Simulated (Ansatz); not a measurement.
# CHF₂NSi: one species, many methods

Aim: compute CHF₂NSi with functionals from several rungs and with coupled cluster, and see how far each lands from CCSD(T) at the basis-set limit for the atomisation energy.

Program: Ansatz 0.2.0, Gaussian basis. Level of theory: functionals in def2-TZVPP, the program's frozen cores in correlated methods. These are calculated values, not measurements.

Levels to be run: LDA (SPW92), PBE-D4, revPBE-D4, BLYP-D4, r2SCAN-D4, B97M-V, PBE0-D4, B3LYP-D4, r2SCANh-D4, r2SCAN0-D4, HSE06-D4, BHLYP-D4, CAM-B3LYP-D4, LC-ωPBE, ωB97X-V, ωB97M-V, B2PLYP, PBE-QIDH; CCSD(T)/def2-SVP; CCSD(T)/def2-TZVPP; MP2/def2-QZVPP; extrapolation to the limit; RPA on PBE.

## Step 1: Structure used throughout

All runs share one geometry, relaxed beforehand with PBE0-D4 in a triple-zeta def2 set.

SMILES `FC1=N[SiH]1F`, 6 atoms, charge 0, spin multiplicity 1.

Atoms are counted from 1 here; the program's logs count them from 0.

Bond lengths: F1–C2 1.310 Å, C2–N3 1.274 Å, C2–Si4 1.750 Å, N3–Si4 1.761 Å, Si4–F5 1.581 Å, Si4–H6 1.467 Å. Angles: F1–C2–N3 127.5°, F1–C2–Si4 163.3°, N3–C2–Si4 69.1°, C2–N3–Si4 68.3°, C2–Si4–N3 42.5°, C2–Si4–F5 122.9°, C2–Si4–H6 127.1°, N3–Si4–F5 119.6°, N3–Si4–H6 122.6°, F5–Si4–H6 107.7°.

As a file:

```xyz
6
charge 0, multiplicity 1
F     1.4657   -1.6439    0.7862
C     0.5468   -0.8163    0.3532
N    -0.6443   -1.0959   -0.0017
Si   -0.2945    0.6191   -0.1904
F    -0.1118    1.2235   -1.6393
H    -0.9199    1.6494    0.6457
```

## Step 2: LDA

This LDA is Slater exchange with PW92 correlation.

File in.yaml:

```yaml
crystal:
  periodic: [false, false, false]
  atoms:
    - {symbol: F, position_ang: [1.465742, -1.643887, 0.786242]}
    - {symbol: C, position_ang: [0.546811, -0.816336, 0.353218]}
    - {symbol: N, position_ang: [-0.644301, -1.095940, -0.001736]}
    - {symbol: Si, position_ang: [-0.294483, 0.619113, -0.190424]}
    - {symbol: F, position_ang: [-0.111779, 1.223550, -1.639335]}
    - {symbol: H, position_ang: [-0.919891, 1.649401, 0.645735]}
basis:
  gaussian: {orbitals: def2-TZVPP}
hamiltonian: {xc: lda}
output: {orbitals: {seedname: orbitals}}
```

Launch:

```bash
$ ansatz run in.yaml --threads 2 --pin off --events-out ev --progress --plain --max-ram 4352MiB
```

After this run come: PBE-D4 (GGA); revPBE-D4 (GGA); BLYP-D4 (GGA); r2SCAN-D4 (meta-GGA); B97M-V (meta-GGA); B3LYP-D4 (hybrid); r2SCANh-D4 (hybrid); r2SCAN0-D4 (hybrid); HSE06-D4 (hybrid); BHLYP-D4 (hybrid); CAM-B3LYP-D4 (range-separated); LC-ωPBE (range-separated); ωB97X-V (range-separated); ωB97M-V (range-separated); B2PLYP (double hybrid); PBE-QIDH (double hybrid); CCSD(T) in def2-SVP; CCSD(T) in def2-TZVPP; MP2 in def2-QZVPP; RPA on PBE orbitals.

Before running them: what should the planned runs give, taken together? Wanted: atomisation energy, CCSD(T)/CBS; farthest beyond LDA; mean size of error, GGA; mean size of error, meta-GGA; mean size of error, hybrid; mean size of error, range-separated; mean size of error, double hybrid; gap, smallest and largest; T1 diagnostic.

**Answer**, as computed:

```
                               quantity                                      value
        atomisation energy, CCSD(T)/CBS                             574.0 kcal/mol
functionals within 2.9 kcal/mol (0.5 %)                PBE0-D4, B3LYP-D4, HSE06-D4
                    farthest beyond LDA                  BHLYP-D4 (-35.1 kcal/mol)
                mean size of error, GGA                              14.0 kcal/mol
           mean size of error, meta-GGA                               3.7 kcal/mol
             mean size of error, hybrid                              10.8 kcal/mol
    mean size of error, range-separated                               4.4 kcal/mol
      mean size of error, double hybrid                               5.5 kcal/mol
              gap, smallest and largest  4.37 eV (LDA (SPW92)), 12.03 eV (LC-ωPBE)
                          T1 diagnostic                                     0.0145
triples share of the correlation energy                                      3.9 %
```

**Reading.** The LDA atomisation energy is off by 116.2 kcal/mol (20 %): it overbinds. PBE-D4 misses by +28.1 kcal/mol. Double hybrids carry the basis error of their MP2 part in triple zeta, and no dispersion term here, so their miss is partly the set-up's. By mean error the best rung here is meta-GGA (3.7 kcal/mol) and the worst beyond LDA is GGA (14.0 kcal/mol). The gap between the best rungs is small, so their order is not settled. The reference freezes the cores and leaves out relativity and excitations past (T), so misses under about 2.9 kcal/mol can't be ranked. Hartree-Fock recovers 64 % of the binding; the rest is correlation. CCSD(T) in def2-SVP is off by -51.3 kcal/mol, more than most functionals: a good method in a small basis is no reference. The gap grows from 4.4 to 12.0 eV across the functionals, mostly with the share of exact exchange.
